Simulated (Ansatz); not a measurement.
# C2H9AlFNSi: the cost of one run

Program: Ansatz 0.2.0. Level of theory: RKS PBE0/STO-3G. These are calculated values, not measurements.

### 1 The starting structure

Bond lengths: C1–C2 1.534 Å, C2–N3 1.433 Å, C2–Al4 2.035 Å, C2–Si5 1.867 Å, Si5–F6 1.695 Å, C1–H7 1.147 Å, C1–H8 1.075 Å, C1–H9 1.033 Å, N3–H10 1.068 Å, N3–H11 1.036 Å, Al4–H12 1.538 Å, Al4–H13 1.708 Å, Si5–H14 1.468 Å, Si5–H15 1.464 Å. Angles (14 of 24 angles, heavy atoms first): C1–C2–N3 107.1°, C1–C2–Al4 112.3°, C1–C2–Si5 111.3°, N3–C2–Al4 108.9°, N3–C2–Si5 109.6°, Al4–C2–Si5 107.7°, C2–Si5–F6 110.2°, C2–C1–H7 106.5°, C2–C1–H8 109.4°, C2–C1–H9 112.5°, C2–N3–H10 111.3°, C2–N3–H11 111.4°, C2–Al4–H12 122.1°, C2–Al4–H13 115.8°.

As a file:

```xyz
15

C    -0.7688   -1.4029    0.0879
C     0.1424   -0.1692    0.0496
N     1.4162   -0.5704    0.5688
Al    0.3955    0.5437   -1.8400
Si   -0.5499    1.2170    1.0907
F    -0.7085    0.7148    2.7019
H    -1.7962   -1.0607   -0.2906
H    -0.8828   -1.7316    1.1046
H    -0.4301   -2.1628   -0.5241
H     2.1120    0.2394    0.5582
H     1.8392   -1.3225   -0.0052
H     1.7724    0.5770   -2.5245
H    -1.0218    1.0798   -2.6284
H     0.3309    2.3915    1.0824
H    -1.8724    1.6063    0.5980
```

### 2 Relaxing the start

Contents of input.yaml:

```yaml
crystal:
  periodic: [false, false, false]
  atoms:
    - { symbol: C, position_ang: [-0.7688, -1.4029, 0.0879] }
    - { symbol: C, position_ang: [0.1424, -0.1692, 0.0496] }
    - { symbol: "N", position_ang: [1.4162, -0.5704, 0.5688] }
    - { symbol: Al, position_ang: [0.3955, 0.5437, -1.84] }
    - { symbol: Si, position_ang: [-0.5499, 1.217, 1.0907] }
    - { symbol: F, position_ang: [-0.7085, 0.7148, 2.7019] }
    - { symbol: H, position_ang: [-1.7962, -1.0607, -0.2906] }
    - { symbol: H, position_ang: [-0.8828, -1.7316, 1.1046] }
    - { symbol: H, position_ang: [-0.4301, -2.1628, -0.5241] }
    - { symbol: H, position_ang: [2.112, 0.2394, 0.5582] }
    - { symbol: H, position_ang: [1.8392, -1.3225, -0.0052] }
    - { symbol: H, position_ang: [1.7724, 0.577, -2.5245] }
    - { symbol: H, position_ang: [-1.0218, 1.0798, -2.6284] }
    - { symbol: H, position_ang: [0.3309, 2.3915, 1.0824] }
    - { symbol: H, position_ang: [-1.8724, 1.6063, 0.598] }
basis:
  gaussian: { orbitals: STO-3G }
hamiltonian:
  xc: pbe0
relax:
  f_tol: 0.02
  max_steps: 40
scf:
  lower_state_search: "off"
```

Started as:

```sh
ansatz run input.yaml --threads 1 --pin off --max-ram 2048MiB --backend cpu --events-out ev --progress --plain --runs-dir out
```

Q: Estimate wall time and peak memory on 1 thread of Arm Neoverse V1, shared host.

About 73 s, with a peak of 0.17 GiB.
